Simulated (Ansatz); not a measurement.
# BH2IO, SMILES OBI: vertical energies of changing the electron count

With the Ansatz DFT code, driven from Python.

Contents of `bh2io.xyz`:
```text
5

O    -0.81670   -0.87440    0.10520
B     0.32290    0.00350    0.20160
I     0.09520    2.19420    0.33010
H    -0.95120   -0.89840   -0.88430
H     1.39980   -0.49850    0.20610
```

The cells in order, each with its output:

**Cell 1**
```python
from dataclasses import dataclass

import ansatz as az
```

**Cell 2**
```python
@dataclass(frozen=True)
class RunConfig:
    basis_set: str = "def2-SVPD"
    xc: str = "b3lyp"
    dispersion: str = "d3bj"
```

**Cell 3**
```python
opts = RunConfig()
```

**Cell 4**
```python
def total_energy(molecule, charge=0, unpaired=0):
    calc = (
        molecule.calculation()
        .basis(gaussian=opts.basis_set)
        .functional(opts.xc, dispersion=opts.dispersion)
        .accuracy("medium")
    )
    if charge:
        calc = calc.charge(charge)
    if unpaired:
        calc = calc.spin("collinear", total=unpaired)
    report = calc.run(threads=1).report
    if report["published_state_doubts"]:
        print("  doubts:", report["published_state_doubts"])
    return report["free_energy_ev"]
```

**Cell 5**
```python
system = az.Crystal.molecule_from_extxyz("bh2io.xyz")

# total-energy differences at one geometry
parent = total_energy(system, 0, 0)
cation = total_energy(system, 1, 1)
print(f"E(N)   = {parent:.5f} eV")
print(f"E(N-1) = {cation:.5f} eV  (1 unpaired)")
print(f"vertical ionisation energy {cation - parent:.3f} eV")
anion = total_energy(system, -1, 1)
print(f"E(N+1) = {anion:.5f} eV  (1 unpaired)")
print(f"vertical electron affinity {parent - anion:.3f} eV" + ("" if anion < parent else " (unbound in this basis)"))
print(f"fundamental gap IP - EA = {cation + anion - 2 * parent:.3f} eV")
```
Output:
```text
E(N)   = -10858.90908 eV
E(N-1) = -10848.80330 eV  (1 unpaired)
vertical ionisation energy 10.106 eV
E(N+1) = -10858.92937 eV  (1 unpaired)
vertical electron affinity 0.020 eV
fundamental gap IP - EA = 10.085 eV
```

At this unrelaxed geometry removing an electron costs 10.11 eV and adding one releases 0.02 eV.

Notes:
- These settings explore the input space; basis and method may be short of convergence.
- The geometry is a force-field or estimated start, not a minimum of this method, and the basis set is short of its limit. All parts are taken at fixed geometry, without zero-point energy. At an unrelaxed start these energies can be a whole eV from those at the minimum, and a small affinity can change sign.
- def2 sets replace the cores of elements past krypton by effective core potentials.
- b3lyp holds the VWN-RPA fit, as in Gaussian; the form of ORCA and Turbomole is b3lyp5.
- Timing: 19 s on 1 thread of Arm Neoverse V2 (shared host), peak memory 0.29 GiB.
